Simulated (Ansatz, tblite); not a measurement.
**C11H22O: one state, many levels**

An exercise on one series of results from a longer session: the logs are not shown, and one member is left open.

Program: Ansatz 0.2.0, Gaussian basis. Level of theory: as each input shows. These are calculated values, not measurements.

Levels to be run: GFN1-xTB, GFN2-xTB, PBE-D4/def2-TZVP, r2SCAN-D4/def2-TZVP, B97M-V/def2-TZVP, r2SCANh-D4/def2-TZVP, PBE-D4/def2-SVP, PBE0-D4/def2-SVP, HF/STO-3G, MP2/def2-SVP, RPA/def2-SVP.

3 further runs of the same task are left out: 3 that didn't finish.

## The relaxed structure

The singlet was relaxed beforehand with r2SCAN-D4/def2-SVP.

SMILES `C=CCCCCCCCCCO`, 34 atoms, charge 0, spin multiplicity 1.

Bond lengths: C1–C2 1.338 Å, C1–H13 1.094 Å, C1–H14 1.096 Å, C2–C3 1.498 Å, C2–H15 1.100 Å, C3–C4 1.536 Å, C3–H16 1.105 Å, C3–H17 1.106 Å, C4–C5 1.529 Å, C4–H18 1.104 Å, C4–H19 1.107 Å, C5–C6 1.527 Å, C5–H20 1.107 Å, C5–H21 1.105 Å, C6–C7 1.527 Å, C6–H22 1.107 Å, C6–H23 1.106 Å, C7–C8 1.527 Å and more. Angles: C2–C1–H13 121.7°, C2–C1–H14 121.2°, H13–C1–H14 117.1°, C1–C2–C3 125.5°, C1–C2–H15 118.8°, C3–C2–H15 115.7°, C2–C3–C4 112.6°, C2–C3–H16 109.8°, C2–C3–H17 108.9°, C4–C3–H16 109.6°, C4–C3–H17 109.1°, H16–C3–H17 106.6°, C3–C4–C5 114.3°, C3–C4–H18 108.4°, C3–C4–H19 109.2°, C5–C4–H18 109.3°, C5–C4–H19 109.4°, H18–C4–H19 105.9° and more.

As a file:

```tsv
atom	x (Å)	y (Å)	z (Å)
C1	-6.0523	1.1801	0.1382
C2	-5.0988	0.3575	0.5895
C3	-3.6390	0.4626	0.2723
C4	-3.1080	-0.7672	-0.4789
C5	-1.6343	-0.6737	-0.8759
C6	-0.6556	-0.6159	0.2955
C7	0.8069	-0.6117	-0.1423
C8	1.7875	-0.5547	1.0274
C9	3.2615	-0.6325	0.6271
C10	3.7549	0.5439	-0.2122
C11	5.2467	0.4809	-0.5115
O12	5.6858	1.5253	-1.3524
H13	-7.1051	1.0372	0.3997
H14	-5.8097	2.0305	-0.5098
H15	-5.3884	-0.4898	1.2288
H16	-3.4508	1.3729	-0.3255
H17	-3.0744	0.5819	1.2161
H18	-3.7209	-0.9143	-1.3854
H19	-3.2656	-1.6690	0.1429
H20	-1.4852	0.2141	-1.5199
H21	-1.3812	-1.5461	-1.5058
H22	-0.8365	-1.4790	0.9652
H23	-0.8470	0.2851	0.9071
H24	1.0121	-1.5166	-0.7464
H25	0.9749	0.2456	-0.8200
H26	1.6137	0.3740	1.6042
H27	1.5610	-1.3852	1.7209
H28	3.8783	-0.7013	1.5422
H29	3.4390	-1.5745	0.0737
H30	3.2193	0.5990	-1.1755
H31	3.5316	1.4905	0.3201
H32	5.8181	0.4492	0.4423
H33	5.4794	-0.4559	-1.0466
H34	5.4820	2.3571	-0.9050
```

PBE0-D4/def2-TZVP was run before; its log isn't repeated, and its numbers join the tables.

Set-up of the first run:

Tight binding, by tblite at 300 K electronic temperature and without a spin-polarisation term:

```python
tblite.interface.Calculator('GFN1-xTB', numbers, positions, charge=0, uhf=0).singlepoint()
```

Tight binding, by tblite at 300 K electronic temperature and without a spin-polarisation term:

```python
tblite.interface.Calculator('GFN2-xTB', numbers, positions, charge=0, uhf=0).singlepoint()
```

start.molden holds the orbitals of an earlier run on this state, given as this run's starting guess.

in.yaml

```yaml
crystal:
  periodic: [false, false, false]
  atoms:
    - {symbol: C, position_ang: [-6.052273, 1.180054, 0.138180]}
    - {symbol: C, position_ang: [-5.098802, 0.357455, 0.589472]}
    - {symbol: C, position_ang: [-3.639026, 0.462634, 0.272318]}
    - {symbol: C, position_ang: [-3.108030, -0.767154, -0.478890]}
    - {symbol: C, position_ang: [-1.634260, -0.673710, -0.875899]}
    - {symbol: C, position_ang: [-0.655600, -0.615866, 0.295479]}
    - {symbol: C, position_ang: [0.806923, -0.611665, -0.142345]}
    - {symbol: C, position_ang: [1.787513, -0.554674, 1.027420]}
    - {symbol: C, position_ang: [3.261526, -0.632517, 0.627077]}
    - {symbol: C, position_ang: [3.754870, 0.543919, -0.212203]}
    - {symbol: C, position_ang: [5.246735, 0.480919, -0.511540]}
    - {symbol: O, position_ang: [5.685779, 1.525295, -1.352436]}
    - {symbol: H, position_ang: [-7.105060, 1.037173, 0.399669]}
    - {symbol: H, position_ang: [-5.809740, 2.030471, -0.509846]}
    - {symbol: H, position_ang: [-5.388420, -0.489815, 1.228788]}
    - {symbol: H, position_ang: [-3.450782, 1.372875, -0.325470]}
    - {symbol: H, position_ang: [-3.074423, 0.581919, 1.216140]}
    - {symbol: H, position_ang: [-3.720922, -0.914301, -1.385424]}
    - {symbol: H, position_ang: [-3.265565, -1.669030, 0.142906]}
    - {symbol: H, position_ang: [-1.485184, 0.214115, -1.519947]}
    - {symbol: H, position_ang: [-1.381199, -1.546105, -1.505794]}
    - {symbol: H, position_ang: [-0.836497, -1.479000, 0.965178]}
    - {symbol: H, position_ang: [-0.846979, 0.285054, 0.907100]}
    - {symbol: H, position_ang: [1.012141, -1.516638, -0.746409]}
    - {symbol: H, position_ang: [0.974874, 0.245571, -0.819951]}
    - {symbol: H, position_ang: [1.613732, 0.374025, 1.604250]}
    - {symbol: H, position_ang: [1.561004, -1.385173, 1.720893]}
    - {symbol: H, position_ang: [3.878276, -0.701269, 1.542250]}
    - {symbol: H, position_ang: [3.438965, -1.574470, 0.073658]}
    - {symbol: H, position_ang: [3.219346, 0.599003, -1.175492]}
    - {symbol: H, position_ang: [3.531570, 1.490502, 0.320128]}
    - {symbol: H, position_ang: [5.818050, 0.449204, 0.442293]}
    - {symbol: H, position_ang: [5.479440, -0.455908, -1.046616]}
    - {symbol: H, position_ang: [5.481988, 2.357125, -0.904957]}
basis:
  gaussian: {orbitals: def2-TZVP, initial_orbitals: start.molden}
hamiltonian: {xc: pbe, dispersion: d4}
scf: {omitted_lower_state_checks: [starts]}
output: {forces: true, orbitals: {seedname: orbitals}}
```

Run with:

```
ansatz run in.yaml --threads 4 --pin off --events-out ev --progress --plain --max-ram 6963MiB
```

Among the steps run: PBE-D4/def2-TZVP; r2SCAN-D4/def2-TZVP; B97M-V/def2-TZVP; r2SCANh-D4/def2-TZVP; PBE-D4/def2-SVP; PBE0-D4/def2-SVP; HF/STO-3G; MP2/def2-SVP; RPA/def2-SVP.

One of the session's tables, all rows but one given; the rest of the session is left out.

It belongs to the step «Binding energy». 

```
               level  binding an atom (eV)
           HF/STO-3G                 3.893
         HF/def2-SVP                 3.226
     PBE-D4/def2-SVP                 4.348
    PBE-D4/def2-TZVP                 4.305
 r2SCAN-D4/def2-TZVP                     ?
    B97M-V/def2-TZVP                 4.214
r2SCANh-D4/def2-TZVP                 4.208
    PBE0-D4/def2-SVP                 4.297
   PBE0-D4/def2-TZVP                 4.250
        MP2/def2-SVP                 4.100
```

Q: Estimate the row for r2SCAN-D4/def2-TZVP from the others.

**Answer.** binding an atom (eV): 4.225. In the column «binding an atom (eV)» it lies between B97M-V/def2-TZVP (4.214) and PBE0-D4/def2-TZVP (4.250).

Limits of these values: Free atoms were run apart at each level; binding is atoms less cluster, divided by the number of atoms, without zero-point or spin-orbit terms.
